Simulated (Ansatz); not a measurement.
**LuSi2: pressure against volume**

An exercise on one series of results from a longer session: the logs are not shown, and one member is left open.

Method: DFT PBEsol, scalar-relativistic, in Ansatz 0.2.0.

### The structure to begin with

The structure is hexagonal, space group P6/mmm (No. 191). The conventional cell has a = 3.750 Å, b = 3.750 Å, c = 4.050 Å, α = 90.00°, β = 90.00°, γ = 120.00°. Lu (site symmetry 6/mmm) is surrounded by 12 Si at 2.96 Å. Around Si (site symmetry -6m2) lie 3 Si at 2.17 Å and 6 Lu at 2.96 Å.

Structure file:

```cif
data_structure
_symmetry_space_group_name_H-M 'P 1'
_symmetry_Int_Tables_number 1
_cell_length_a 3.7500
_cell_length_b 3.7500
_cell_length_c 4.0500
_cell_angle_alpha 90.000
_cell_angle_beta 90.000
_cell_angle_gamma 120.000
_cell_volume 49.32
loop_
_atom_site_label
_atom_site_type_symbol
_atom_site_fract_x
_atom_site_fract_y
_atom_site_fract_z
_atom_site_occupancy
Lu1 Lu 0.00000 0.00000 0.00000 1
Si1 Si 0.33333 0.66667 0.50000 1
Si2 Si 0.66667 0.33333 0.50000 1
```

Atoms are numbered in the order of the input: Lu1, Si2, Si3.

Set-up of the first run:

input.yaml reads:

```yaml
crystal:
  lattice:
    - [3.6993201345, 0.0, 0.0]
    - [-1.8496600672, 3.2037052131, 0.0]
    - [0.0, 0.0, 3.9952635604]
  atoms:
    - { symbol: Lu, position: [0.0, 0.0, 0.0] }
    - { symbol: Si, position: [0.3333333333, 0.6666666667, 0.5] }
    - { symbol: Si, position: [0.6666666667, 0.3333333333, 0.5] }
kpoints:
  mp_grid: { grid: [13, 13, 10] }
  band_path:
    path:
      - [0.0, 0.0, 0.0]
      - [0.5, 0.0, 0.0]
      - [0.3333333333, 0.3333333333, 0.0]
      - [0.0, 0.0, 0.0]
      - [0.0, 0.0, 0.5]
      - [0.5, 0.0, 0.5]
      - [0.3333333333, 0.3333333333, 0.5]
      - [0.0, 0.0, 0.5]
      - [0.5, 0.0, 0.5]
    npoints: 5
scf:
  occupations: { method: fermi_dirac, width: 0.05 }
hamiltonian:
  xc: pbesol
  pseudopotentials: { kind: all_electron, lapw: { basis_error: 0.0005 } }
output:
  forces: true
  stress: true
  eigenvalues: true
```

Command:

```bash
> ansatz run input.yaml --threads 1 --pin off --max-ram 4096MiB --backend cpu --events-out ev --progress --plain --runs-dir out
```

Among the steps run: Volume × 0.96, LAPW; Volume × 0.96, PAW; Volume × 0.96, crystal datasets; Volume × 0.99, LAPW; Volume × 0.99, PAW; Volume × 0.99, crystal datasets; Volume × 1.02, LAPW; Volume × 1.02, PAW; Volume × 1.02, crystal datasets; Volume × 1.06, LAPW; Volume × 1.06, PAW; Volume × 1.06, crystal datasets.

One of the session's tables, all rows but one given; the rest of the session is left out.

It belongs to the step «The equation of state». 

| method | volume (Å³/atom) | pressure (GPa) |
| --- | --- | --- |
| LAPW | 15.783 | 20.03 |
| LAPW | 16.277 | 14.75 |
| LAPW | 16.770 | 10.18 |
| LAPW | 17.427 | 5.05 |
| PAW | 15.783 | ? |
| PAW | 16.277 | 14.82 |
| PAW | 16.770 | 10.24 |
| PAW | 17.427 | 5.09 |
| crystal datasets | 15.783 | 20.03 |
| crystal datasets | 16.277 | 14.75 |
| crystal datasets | 16.770 | 10.18 |
| crystal datasets | 17.427 | 5.05 |

Estimate the missing values for PAW, 15.783.

As computed: pressure (GPa): 20.13. In the column «pressure (GPa)» it is the highest.

To keep in mind: Warnings in the runs' records: gradients without spin orbit, crystal datasets made.
